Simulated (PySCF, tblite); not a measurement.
**C₄H₇Se radical: geometry, infrared bands and EPR parameters**

Wanted: the infrared bands and EPR parameters of C₄H₇Se radical (`C=C[C@@H](C)[Se]`), by calculation.

The runs use tblite 0.8.0 and PySCF 2.14.0, with density-fitted response routines of our own; the level of theory stands in each step. All values are computed, except where a source is named. Atoms count from 0, in the outputs and in this text.

## 1. The starting structure

12 atoms, charge 0, multiplicity 2; geometry from: force field or distance geometry start.

Bonds of the start (Å): C0–C1 1.35, C1–C2 1.50, C2–C3 1.54, C2–Se4 1.95, C0–H5 1.08, C0–H6 1.08, C1–H7 1.07, C2–H8 1.11, C3–H9 1.11, C3–H10 1.12, C3–H11 1.10.

## 2. Geometry optimisation with GFN2-xTB

Job settings and geometry (Å):

```
{"job": {"kind": "relax", "xc": "GFN2-xTB", "basis": "xTB"}, "charge": 0, "multiplicity": 2}
C      2.073000    -0.123100     0.145000
C      0.829500     0.044200    -0.360700
C     -0.378400    -0.119900     0.520200
C     -1.644400     0.352500    -0.227800
Se    -0.596100    -1.985600     1.054000
H      2.925300     0.007900    -0.497900
H      2.216800    -0.375000     1.186000
H      0.732900     0.316900    -1.393500
H     -0.264400     0.498800     1.434500
H     -1.810900    -0.267000    -1.128700
H     -2.531700     0.239600     0.441900
H     -1.550400     1.410000    -0.507500
```

The run is started by

```console
> OMP_NUM_THREADS=1 python probes_run.py task.json out
```

This one command runs all jobs of the session in turn.

**Question.** This job is followed by: GFN2-xTB harmonic vibrations, gas phase; UKS B3LYP, def2-TZVP-core on Se, pcH-1 on C H, non-relativistic, mean-field spin-orbit, GIAO. What will the session give for the following? strongest single infrared mode (GFN2-xTB); zero-point energy (GFN2-xTB); g(iso) (B3LYP); ⟨S²⟩; largest a(iso) (averaged by class); potential on the surface of density 0.002 e/bohr³, 1st and 99th percentile; property runs in this session.

As calculated:

| quantity | value |
| --- | --- |
| strongest single infrared mode (GFN2-xTB) | 3130 cm⁻¹, 35 km/mol |
| zero-point energy (GFN2-xTB) | 60.3 kcal/mol |
| g(iso) (B3LYP) | 2.98235 |
| ⟨S²⟩ | 0.753 (exact 0.75) |
| largest a(iso) (averaged by class) | 77Se on Se4, -51.1 MHz |
| potential on the surface of density 0.002 e/bohr³, 1st and 99th percentile | -0.91 V and 0.88 V |
| property runs in this session | 1, of which 0 failed and 1 gave unsound results |

**Reading.** Over 67 steps the energy fell by 0.179 eV; of the close pairs, C2–Se4 changed most, 1.953 to 2.008 Å. All 30 modes are real, so the xTB geometry is a minimum. The strongest single mode, at 3130 cm⁻¹, moves mainly H5. Unscaled tight-binding wavenumbers are off by several per cent, some by more. Its intensities can rank the bands wrongly. Se4 carries the largest spin population, 0.98 e. The isotropic g lies 980.0 ppt above the free-electron value. These values are not to be trusted: the run shows nearly degenerate orbitals, where second-order g theory doesn't apply. The hyperfine terms hold no scalar relativity, which the heavier nuclei need. Their spin-orbit part is missing too, as the state is near-degenerate.
